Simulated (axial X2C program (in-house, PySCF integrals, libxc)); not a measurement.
**ZrCO: bond lengths and stretches, held linear**

An exercise on one series of results from a longer session: the logs are not shown, and one member is left open.

The runs use an in-house X2C program for linear molecules on PySCF integrals; all-electron X2C, two-component (2c) or spin-free, Zr dyall-v3z, C dyall-v3z, O dyall-av3z.

All values are calculated.

2 further runs of the same task are left out: 2 set aside as unsound or not needed.

Set-up of the first run:

Contents of task.json:

```json
{
 "zs": [
  40,
  6,
  8
 ],
 "q": 0,
 "bas": [
  "dyall-v3z",
  "dyall-v3z",
  "dyall-av3z"
 ],
 "r0": [
  2.24,
  1.15
 ],
 "symm": 0,
 "scan": [
  "PBE0",
  "HF",
  "TPSSh"
 ],
 "levels": [
  "PBE0",
  "HF",
  "TPSSh"
 ],
 "nst": 2
}
```

Keys: zs atomic numbers; q charge; bas basis sets; r0 starting distance in Å; symm equal bonds; scan levels of the two-bond scan; levels methods; nst determinants followed.

Launch:

```sh
> python solin.py task.json out
```

Masses Zr 89.905, C 12.000, O 15.995 u.

Among the steps run: Scan at PBE0, 2c; Scan at TPSSh, 2c; Scan at PBE0, spin-free.

One table of the session follows, with a row left open; its other results are not shown here.

| level | r(Zr–C) (Å) | lower stretch (cm⁻¹) | upper stretch (cm⁻¹) |
| --- | --- | --- | --- |
| PBE0, 2c | 2.109 | 411.7 | 1971.4 |
| TPSSh, 2c | 2.123 | 406.2 | 1918.4 |
| PBE0, spin-free | ? | ? | ? |
| TPSSh, spin-free | 2.123 | 406.3 | 1917.8 |

**Question.** Estimate the row for PBE0, spin-free.

The run gave: r(Zr–C) (Å): 2.110; lower stretch (cm⁻¹): 411.8; upper stretch (cm⁻¹): 1970.7. In the column «r(Zr–C) (Å)» it lies between PBE0, 2c (2.109) and TPSSh, 2c (2.123).

Scans not shown above were run alike.

To keep in mind: The molecule was held linear; bending was not examined, so a bent shape may lie lower. Note: functional without a current term on a determinant with orbital currents, of the molecule or an atom.
